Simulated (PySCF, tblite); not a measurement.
**C6H12F2OSi: geometry, infrared bands and NMR shifts**

Wanted: the infrared bands and NMR shifts of C6H12F2OSi (`C[C@@H]([SiH3])[C@@](C)(C=O)C(F)F`), by calculation.

Programs: tblite 0.8.0 and PySCF 2.14.0, with density-fitted response routines of our own. Each step states its level of theory. These are calculated values for one molecule in the gas phase, unless marked as measured. Atoms are numbered from 0 throughout.

**1. The molecule as given**

22 atoms, charge 0, multiplicity 1; geometry from: force field or distance geometry start.

Bonds of the start (Å): C0–C1 1.49, C1–Si2 1.88, C1–C3 1.51, C3–C4 1.50, C3–C5 1.48, C5–O6 1.21, C3–C7 1.54, C7–F8 1.38, C7–F9 1.37, C0–H10 1.10, C0–H11 1.10, C0–H12 1.11, C1–H13 1.13, Si2–H14 1.48, Si2–H15 1.46, Si2–H16 1.48, C4–H17 1.13, C4–H18 1.11, C4–H19 1.12, C5–H20 1.08, C7–H21 1.09.

**2. Relaxing the molecule with GFN2-xTB**

Job settings and geometry (Å):

```
{"job": {"kind": "relax", "xc": "GFN2-xTB", "basis": "xTB"}, "charge": 0, "multiplicity": 1}
C      1.312500     0.245800    -1.556500
C      0.761900    -0.358100    -0.306100
Si     1.794600     0.021900     1.222700
C     -0.711800    -0.125500    -0.104800
C     -1.006000     1.340200    -0.020400
C     -1.440200    -0.852900    -1.172400
O     -2.239800    -1.724800    -0.903300
C     -1.206700    -0.736900     1.222400
F     -2.563100    -0.511800     1.362200
F     -0.555000    -0.185100     2.297000
H      0.951600    -0.309400    -2.436500
H      2.413700     0.232300    -1.470800
H      1.035800     1.321100    -1.652600
H      0.881100    -1.476400    -0.438200
H      1.608300    -1.109100     2.156700
H      3.199900     0.175100     0.869300
H      1.269900     1.234600     1.879500
H     -0.049300     1.935400    -0.031600
H     -1.553700     1.577600     0.916300
H     -1.665500     1.703000    -0.851900
H     -1.222100    -0.561400    -2.188100
H     -1.026400    -1.816300     1.206400
```

Run with:

```bash
$ OMP_NUM_THREADS=1 python probes_run.py task.json out
```

One launch serves the whole session: the jobs run in the order shown.

**Question.** This job is followed by: GFN2-xTB harmonic vibrations, gas phase; GIAO PBE0/pcSseg-1 NMR shielding, non-relativistic, gas phase. Predict these results of the whole session: strongest single infrared mode (GFN2-xTB); zero-point energy (GFN2-xTB); 13C shifts against TMS (PBE0/pcSseg-1); 1H shifts against TMS (PBE0/pcSseg-1, means over atoms taken as alike); 29Si shifts against TMS (PBE0/pcSseg-1); 17O shifts against H2O (PBE0/pcSseg-1); 19F shifts against CFCl3 (PBE0/pcSseg-1).

**Answer**, as computed:

| quantity | value |
| --- | --- |
| strongest single infrared mode (GFN2-xTB) | 2306 cm⁻¹, 343 km/mol |
| zero-point energy (GFN2-xTB) | 103.5 kcal/mol |
| 13C shifts against TMS (PBE0/pcSseg-1) | 220.1, 126.2, 56.3, 27.1, 15.3, 9.5 ppm |
| 1H shifts against TMS (PBE0/pcSseg-1, means over atoms taken as alike) | 10.32, 6.24, 3.78, 1.84, 1.50, 1.11 ppm |
| 29Si shifts against TMS (PBE0/pcSseg-1) | -65.0 ppm |
| 17O shifts against H2O (PBE0/pcSseg-1) | 710.6 ppm |
| 19F shifts against CFCl3 (PBE0/pcSseg-1) | -144.3, -147.0 ppm |

In words: The optimisation took 110 steps and gained 0.689 eV; among the close pairs (by a distance rule), C3–C5 changed most, from 1.483 to 1.524 Å. No mode is imaginary among the 60: a minimum at this level. The strongest single mode, at 2306 cm⁻¹, moves mainly H14. GFN2-xTB is a fitted tight-binding method: band positions and strengths are rough. Its intensities can rank the bands wrongly. C5 (aldehyde carbonyl carbon) lies farthest downfield among carbon, at 220.1 ppm; the double bond to the heteroatom, with no lone-pair donor beside it, deshields it most. H20 (hydrogen on an aldehyde carbonyl carbon) lies farthest downfield among hydrogen, at 10.32 ppm; the C=O anisotropy and electron withdrawal place aldehyde protons far downfield. At PBE0/pcSseg-1: The widest tensor belongs to O6: span 1423 ppm, with a paramagnetic part of -774 ppm.
